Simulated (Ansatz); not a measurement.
Task: a test of the smearing width of AlCo, space group Pm-3m, with Ansatz's Python interface. Give the script and its output. Use (first run): LDA, PAW, cutoff 380 eV, 8×8×8 k-points, Fermi-Dirac smearing of 0.3 eV, collinear spin. The script varies width (eV): 0.3, 0.2, 0.1, 0.05.

```
Al Co
1.0
     2.81940    0.00000    0.00000
     0.00000    2.81940    0.00000
     0.00000    0.00000    2.81940
Al Co
1 1
Cartesian
  0.0000 0.0000 0.0000
  1.4097 1.4097 1.4097
```

`smear.py`:
```python
# -*- coding: utf-8 -*-
'''How the energy of AlCo depends on the smearing.'''

import logging
import sys

import ansatz as az

logging.basicConfig(stream=sys.stdout, format='%(levelname)s %(message)s')
log = logging.getLogger('run')
log.setLevel(logging.INFO)

alco = (
    az.Lattice.cubic(2.819403)
    .space_group(221)
    .atom('Al', [0.0, 0.0, 0.0])
    .atom('Co', [0.5, 0.5, 0.5])
    .moments(Co=2.5)
)

job = (
    alco.calculation()
    .accuracy('low')
    .basis(380)
    .functional('lda')
    .kpoints(mesh=(8, 8, 8))
    .spin('collinear')
    .forces()
    .stress()
)

rows = []
for value in [0.3, 0.2, 0.1, 0.05]:
    data = job.occupations('fermi_dirac', width=value).run(threads=1, pin='off').report
    rows.append((value, data['free_energy_ev'] / len(data['lattice']['sites']), data['n_iterations'], sum(data['stress_gpa'][i][i] for i in range(3)) / 3, max(abs(f) for row in data['forces_ev_ang'] for f in row), data['magnetization_mub'], data['n_kpoints']))

log.info('  width (eV)   F/atom (eV)    iterations       P (GPa)  max component (eV/A)  moment (muB)      k-points')
for row in rows:
    log.info(f'{str(row[0]):>12s}  {row[1]:12.5f}  {row[2]:12d}  {row[3]:12.3f}  {row[4]:20.4f}  {row[5]:12.3f}  {row[6]:12d}')

# differences from the last row
for row in rows[:-1]:
    shift = 1000 * (row[1] - rows[-1][1])
    log.info(f'{row[0]}: {shift:+.2f} meV/atom' + ('  (within 1 meV)' if abs(shift) < 1 else ''))
```

```console
$ python smear.py
DeckWarning: basis.ecutwfc = 380 eV is below the records' recommended 420 eV, and the density's cutoff is lower with it unless basis.ecutrho_ratio is high enough to keep the records' density cutoff: compare with a run at a higher cutoff
RunWarning: the starting moments were not kept: the SCF closed with an absolute magnetisation of 8.9e-7 μB, where they sum to 2.5 μB in size (1 site). That is at most 0.1 of that sum. Measured as [...]
INFO   width (eV)   F/atom (eV)    iterations       P (GPa)  max component (eV/A)  moment (muB)      k-points
INFO          0.3   -2788.56360            12        -3.003                0.0000         0.000            35
INFO          0.2   -2788.51732            12        -4.451                0.0000         0.000            35
INFO          0.1   -2788.49300            12        -5.062                0.0000         0.000            35
INFO         0.05   -2788.48639            13        -5.253                0.0000         0.000            35
INFO 0.3: -77.22 meV/atom
INFO 0.2: -30.94 meV/atom
INFO 0.1: -6.61 meV/atom
```
(Warnings from the package without file and line, shortened, repeats left out.)

Going from 0.05 to 0.3 eV changes F by -77.2 meV an atom. With this scheme F falls roughly as the square of the width; the report's estimate for zero width (energy_sigma0_ev) moves by only +10.4 meV. The pressure moves from -5.25 to -3.00 GPa.

The cutoff lies under the one recommended for these potentials. The SCF didn't keep the moments it started from (some shrank, vanished or turned); what is printed is the state reached. Under the recommended cutoff a pressure can be off by several GPa, even in sign. The mesh is modest for a metal, so energies can be off by several to tens of meV an atom and pressures by half a GPa or more; differences at equal mesh fare better. The overall sign of a collinear moment is arbitrary, and semilocal functionals can give small moments to compounds that are paramagnetic. The smearing is wide enough that free energy and stress hold a thermal part of the electrons. Forces vanish by symmetry here and test nothing. The narrowest width needs the finest mesh, so the last row is no converged reference. Pressure is positive in compression. This cell is a computed structure, which may not be the phase found in nature. It ran for 11 s on 1 thread of Arm Neoverse V1, on a shared host, peak memory 0.35 GiB.

(A comment or docstring line of the script was reworded after the run, the code is as it ran; lines on the test bed's own set-up are left out of the output.)
